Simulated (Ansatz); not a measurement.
Hf2Pd2Se2Br2O3:

```
CELL_PARAMETERS angstrom
5.76069 0.00496 -0.00286
-0.52750 5.84664 0.03413
-1.48435 -0.92642 6.64586
ATOMIC_POSITIONS crystal
Hf 0.74540 0.39602 0.34989
Hf 0.28763 0.45322 0.59401
Pd 0.90854 0.13294 0.84849
Pd 0.25249 0.90323 0.35874
Se 0.63469 0.40355 0.93716
Se 0.62597 0.78174 0.53023
Br 0.85273 0.99089 0.15355
Br 0.22526 0.82084 0.86223
O 0.96040 0.28925 0.59026
O 0.43233 0.24524 0.40864
O 0.07457 0.58308 0.36682
```

The cell was built by a generator and needn't be a form met in nature.

Program: Ansatz 0.2.0. Alike in all runs: task single point; potentials or basis all-electron LAPW, scalar-relativistic; no spin polarisation; cell as given; k mesh 4 × 4 × 3; cutoff (eV) 420; smearing fermi-dirac 0.05 eV; basis error allowed 0.002 eV/atom.

Order these runs on this cell by their pressure, lowest first.
A. level PBE+U; U Hf d U = 3 eV, Pd d U = 3 eV
B. level PBE+U; U Hf d U = 6 eV, Pd d U = 6 eV
C. level PBE

C (0.0 GPa), A (1.6 GPa), B (3.5 GPa).

Caveats: U is the effective U less J, on atomic orbitals that reach past the spheres (some runs).
